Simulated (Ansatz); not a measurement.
**Si2H2F4: one species, many methods**

An exercise on one series of results from a longer session: the logs are not shown, and one member is left open.

The runs use Ansatz 0.2.0, Gaussian basis; functionals in def2-TZVPP, the program's frozen cores in correlated methods.

Plan: PBE-D4, r2SCAN-D4, PBE0-D4, B3LYP-D4, ωB97X-V, ωB97M-V, B2PLYP; CCSD(T)/def2-TZVPP; MP2/def2-QZVPP; extrapolation to the limit.

## The geometry

An earlier PBE0-D4 in a triple-zeta def2 set relaxation fixed the geometry.

SMILES `F[SiH](F)[SiH](F)F`, 8 atoms, charge 0, spin multiplicity 1.

Atoms are counted from 1 here; the program's logs count them from 0.

Bond lengths: F1–Si2 1.588 Å, Si2–F3 1.591 Å, Si2–Si4 2.360 Å, Si2–H7 1.480 Å, Si4–F5 1.588 Å, Si4–F6 1.591 Å, Si4–H8 1.480 Å. Angles: F1–Si2–F3 107.9°, F1–Si2–Si4 109.3°, F1–Si2–H7 108.1°, F3–Si2–Si4 108.1°, F3–Si2–H7 107.9°, Si4–Si2–H7 115.3°, Si2–Si4–F5 109.3°, Si2–Si4–F6 108.1°, Si2–Si4–H8 115.3°, F5–Si4–F6 107.9°, F5–Si4–H8 108.1°, F6–Si4–H8 107.9°.

As a file:

```mol
F4H2Si2
  3D, bonds by distance, orders not assigned

  8  7  0  0  0  0  0  0  0  0999 V2000
   -1.6326    0.0562   -1.5419 F   0  0
   -0.4725   -0.7279   -0.7926 Si  0  0
   -1.1286   -1.9588   -0.0282 F   0  0
    0.5170    0.6892    0.8142 Si  0  0
   -0.6229    1.3881    1.6712 F   0  0
    1.3165    1.8276    0.0429 F   0  0
    0.4527   -1.2679   -1.8137 H   0  0
    1.4554    0.0280    1.7482 H   0  0
  1  2  8  0
  2  3  8  0
  2  4  8  0
  4  5  8  0
  4  6  8  0
  2  7  8  0
  4  8  8  0
M  END
```

The first run:

Input file in.yaml:

```yaml
crystal:
  periodic: [false, false, false]
  atoms:
    - {symbol: F, position_ang: [-1.632605, 0.056189, -1.541904]}
    - {symbol: Si, position_ang: [-0.472464, -0.727873, -0.792573]}
    - {symbol: F, position_ang: [-1.128643, -1.958828, -0.028188]}
    - {symbol: Si, position_ang: [0.516961, 0.689234, 0.814244]}
    - {symbol: F, position_ang: [-0.622903, 1.388133, 1.671197]}
    - {symbol: F, position_ang: [1.316452, 1.827647, 0.042926]}
    - {symbol: H, position_ang: [0.452682, -1.267880, -1.813726]}
    - {symbol: H, position_ang: [1.455421, 0.027975, 1.748225]}
basis:
  gaussian: {orbitals: def2-TZVPP}
hamiltonian: {xc: pbe, dispersion: d4}
output: {forces: true, orbitals: {seedname: orbitals}}
```

Started as:

```sh
$ ansatz run in.yaml --threads 4 --pin off --events-out ev --progress --plain --max-ram 10444MiB
```

Steps of the session up to this table: PBE-D4 (GGA); r2SCAN-D4 (meta-GGA); PBE0-D4 (hybrid); B3LYP-D4 (hybrid); ωB97X-V (range-separated); ωB97M-V (range-separated); B2PLYP (double hybrid); CCSD(T) in def2-TZVPP; MP2 in def2-QZVPP.

One table of the session follows, with a row left open; its other results are not shown here.

```
            method  atomisation energy (eV)
            PBE-D4                   33.352
         r2SCAN-D4                   33.184
           PBE0-D4                   32.551
          B3LYP-D4                   32.843
           ωB97X-V                   33.310
           ωB97M-V                   33.133
            B2PLYP                   32.796
     HF/def2-TZVPP                   24.938
    MP2/def2-TZVPP                   33.618
   CCSD/def2-TZVPP                   31.862
CCSD(T)/def2-TZVPP                   32.329
           MP2/CBS                   34.725
       CCSD(T)/CBS                        ?
```

**Question.** Estimate the row for CCSD(T)/CBS.

**Answer.** atomisation energy (eV): 33.436. In the column «atomisation energy (eV)» it lies between PBE-D4 (33.352) and MP2/def2-TZVPP (33.618).
